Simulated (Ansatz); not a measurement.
# Pt-Os random alloys: few random alloy cells with their mixing energies

Wanted for Pt-Os random alloys: a few random alloy cells with their mixing energies.

All numbers are computed with the Python package of Ansatz 0.2.0. Level of theory: DFT PBEsol, plane waves, PAW.

## 1. The structure

Pt Fm-3m: Symmetry: Fm-3m, No. 225, cubic system. Conventional cell: a = 3.920 Å, b = 3.920 Å, c = 3.920 Å, α = 90.00°, β = 90.00°, γ = 90.00°. Pt (site symmetry m-3m) is surrounded by 12 Pt at 2.77 Å.

Os Fm-3m: The structure is cubic, space group Fm-3m (No. 225). The conventional cell has a = 3.820 Å, b = 3.820 Å, c = 3.820 Å, α = 90.00°, β = 90.00°, γ = 90.00°. Around Os (site symmetry m-3m) lie 12 Os at 2.70 Å.

Os5Pt3 R-3m: The structure is trigonal, space group R-3m (No. 166). Conventional cell: a = 5.455 Å, b = 5.455 Å, c = 13.363 Å, α = 90.00°, β = 90.00°, γ = 120.00°. Os (site symmetry 2/m) is surrounded by 8 Os at 2.73 Å and 4 Pt at 2.73 Å. Os (site symmetry -3m) is surrounded by 6 Os at 2.73 Å and 6 Pt at 2.73 Å. Around Pt (site symmetry 2/m) lie 8 Os at 2.73 Å and 4 Pt at 2.73 Å. Only part of the 4 independent sites is listed.

Os5Pt3 I4/mmm: The structure is tetragonal, space group I4/mmm (No. 139). Conventional cell: a = 5.455 Å, b = 5.455 Å, c = 7.715 Å, α = 90.00°, β = 90.00°, γ = 90.00°. Around Os (site symmetry 2/m) lie 6 Os at 2.73 Å and 6 Pt at 2.73 Å. Pt (site symmetry 4/mmm) has 8 Os at 2.73 Å and 4 Pt at 2.73 Å as nearest neighbours. Pt (site symmetry mmm) is surrounded by 10 Os at 2.73 Å and 2 Pt at 2.73 Å. Only part of the 4 independent sites is listed.

The script holds or builds the structure itself.

## 2. Script

Input file run_random_alloy.py:

```python
# -*- coding: utf-8 -*-
'''Random Pt-Os cells of 8 mixed sites, after relaxing atoms and volume at fixed cell shape.'''

from collections import Counter
import csv
import warnings

import ansatz as az
import numpy as np


def fcc(first, a):
    return (
        az.Lattice.fcc(a)
        .space_group(225)
        .atom(first, (0, 0, 0))
        .primitive()
    )

A_FIRST, A_LAST = 3.92, 3.82


def ground_state(name, crystal):
    calc = (
        crystal.calculation()
        .functional('pbesol')
        .basis(630, density_ratio=4)
        .accuracy('medium')
        .mixing('msr1')
        .scf(algorithm='density_mixing')
        .kpoints(spacing=0.3)
        .occupations('fermi_dirac', width=0.1)
        .band_table()
    )
    calc = calc.relax(force_tolerance=0.01, max_steps=60, fix_cell=['shape'])
    return calc.run(threads=1)


def volume_per_atom(outcome):
    return abs(np.linalg.det(outcome.lattice.cell_ang)) / len(outcome.lattice.sites)


def counts(outcome):
    return Counter(site.symbol for site in outcome.lattice.sites)

warnings.simplefilter('ignore')

phases = {'Pt': fcc('Pt', A_FIRST), 'Os': fcc('Os', A_LAST)}
for k in [5]:
    a = A_FIRST + (A_LAST - A_FIRST) * k / 8
    supercell = fcc('Pt', a).supercell(2).resolved()
    for seed in [21, 27]:
        drawn = supercell.site_disorder().occupy('Pt', Pt=8 - k, Os=k).random(seed=seed)
        phases[f'Pt{8 - k}Os{k} seed {seed}'] = drawn.crystal

done = {name: ground_state(name, crystal) for name, crystal in phases.items()}

# x is the share of the second element on the mixed sites; both end members stand on this same lattice
x = {name: counts(o)['Os'] / (counts(o)['Pt'] + counts(o)['Os']) for name, o in done.items()}
first, last = min(x, key=x.get), max(x, key=x.get)
energy = {name: o.report['energy_sigma0_ev'] / len(o.lattice.sites) for name, o in done.items()}
volume = {name: volume_per_atom(o) for name, o in done.items()}
rows = []
for name in sorted(done, key=x.get):
    line = lambda table: (1 - x[name]) * table[first] + x[name] * table[last]
    rows.append((name, x[name], 1000 * (energy[name] - line(energy)), volume[name], 100 * (volume[name] / line(volume) - 1)))
with open('random_alloy.csv', 'w', newline='') as handle:
    writer = csv.writer(handle)
    writer.writerow(['cell', 'x(Os)', 'E_mix (meV/atom)', 'V (A^3/atom)', 'excess V (%)'])
    writer.writerows([round(v, 4) if isinstance(v, float) else v for v in row] for row in rows)
print(open('random_alloy.csv').read())
```

## 3. Launch

Run with:

```sh
> python run_random_alloy.py
```

Log:

```text
cell,x(Os),E_mix (meV/atom),V (A^3/atom),excess V (%)
Pt,0.0,0.0,15.0685,0.0
Pt3Os5 seed 21,0.625,77.318,14.2736,-0.7489
Pt3Os5 seed 27,0.625,94.2372,14.2675,-0.7909
Os,1.0,0.0,13.9689,0.0
```

Wall time 4.9 min (1 thread of Arm Neoverse N1, shared host); peak memory 0.67 GiB.

## 4. The runs side by side

The 4 runs, in the order started:

```csv
run,system,space group at the end,energy (eV/atom),from the elements (meV/atom),final volume (Å³/atom),pressure (GPa),SCF cycles in all,CPU time (s)
1,Pt (1 atom),Fm-3m,-12383.8042,0.0,15.07,0.00,16,6
2,Os (1 atom),Fm-3m,-11250.8807,0.0,13.97,-0.01,17,5.4
3,Os5Pt3 (8 atoms),R-3m,-11675.6497,77.3,14.27,-0.05,30,130
4,Os5Pt3 (8 atoms),I4/mmm,-11675.6328,94.2,14.27,0.00,34,150
```

Energies are extrapolated to zero smearing width, as in the script. Totals carry meaning only in balanced differences at one level of theory.

## 5. Path of the relaxation of run 2

The steps of the relaxation:

```
step  energy from step 1 (eV/cell)  largest force component (eV/Å)  pressure (GPa)  volume (Å³)
   1                        0.0000                          0.0000            1.00        13.94
   2                        0.0003                          0.0000           -1.91        14.03
   3                       -0.0001                          0.0000           -0.01        13.97
   4                       -0.0001                          0.0000           -0.01        13.97
```

Step 1 is the start. Step 4 repeats the geometry before it on a plane-wave basis chosen anew for that cell, so its energy need not be comparable with the rows above. Step 2 was tried and not accepted.

Lengths and angles in the start's conventional setting:

|  | before | after | change |
| --- | --- | --- | --- |
| a (Å) | 3.820 | 3.823 | +0.1 % |
| b (Å) | 3.820 | 3.823 | +0.1 % |
| c (Å) | 3.820 | 3.823 | +0.1 % |
| volume (Å³/atom) | 13.94 | 13.97 | +0.2 % |
| shortest distance (Å) | 2.701 | 2.703 | +0.1 % |
| space group (0.01 Å) | Fm-3m | Fm-3m | same |

Forces and stress were held to the start's 48 operations: a distortion of lower symmetry was not tested.

## 6. How the relaxation of run 4 went

Relaxation path:

| step | energy from step 1 (eV/cell) | largest force component (eV/Å) | pressure (GPa) | volume (Å³) |
| --- | --- | --- | --- | --- |
| 1 | 0.0000 | 0.0000 | -2.13 | 114.80 |
| 2 | 0.0173 | 0.0000 | 4.91 | 112.70 |
| 3 | -0.0044 | 0.0000 | -0.05 | 114.16 |
| 4 | -0.0044 | 0.0000 | 0.00 | 114.14 |
| 5 | -0.0044 | 0.0000 | 0.00 | 114.14 |

Step 1 is the start. Step 5 repeats the geometry before it on a plane-wave basis chosen anew for that cell, so its energy need not be comparable with the rows above. Step 2 was tried and not accepted.

Lengths and angles in the start's conventional setting:

|  | before | after | change |
| --- | --- | --- | --- |
| a (Å) | 5.455 | 5.445 | -0.2 % |
| b (Å) | 5.455 | 5.445 | -0.2 % |
| c (Å) | 7.715 | 7.700 | -0.2 % |
| volume (Å³/atom) | 14.35 | 14.27 | -0.6 % |
| shortest distance (Å) | 2.728 | 2.722 | -0.2 % |
| space group (0.01 Å) | I4/mmm | I4/mmm | same |

The run keeps the 16 symmetry operations of the start, so it could not have lowered the symmetry.

## 7. Results

| quantity | value |
| --- | --- |
| runs compared | 4 |
| energy of Os5Pt3 (run 3) from the elements | 77 meV/atom |
| energy of Os5Pt3 (run 4) from the elements | 94 meV/atom |

No cell tried lies below the elements: the best, Os5Pt3, is 77 meV/atom above them. Temperature and entropy of mixing are left out. The dearest, run 4, took some 30 times as long as run 2. In run 2, the volume grew by 0.2 % over 1 move, and the space group stayed Fm-3m. In run 4, over 2 moves the cell shrank by 0.6 % in volume, and the space group stayed I4/mmm. Reading the output:
- For the metals among these cells the mesh is coarse, so their volumes and pressures are rough.
- Atoms and volume are relaxed with the cell's shape held, which in cells of lower than cubic symmetry can hide stresses and shift volumes.
- Spin-orbit coupling, which matters for elements this heavy, is left out.
- Cells of eight mixed sites are far from the random limit, and both end members stand on the same lattice, which need not be their own. Differences under about 40 meV an atom lie within the error of mesh and functional.
- The cells are prototypes set up for this calculation and needn't exist.
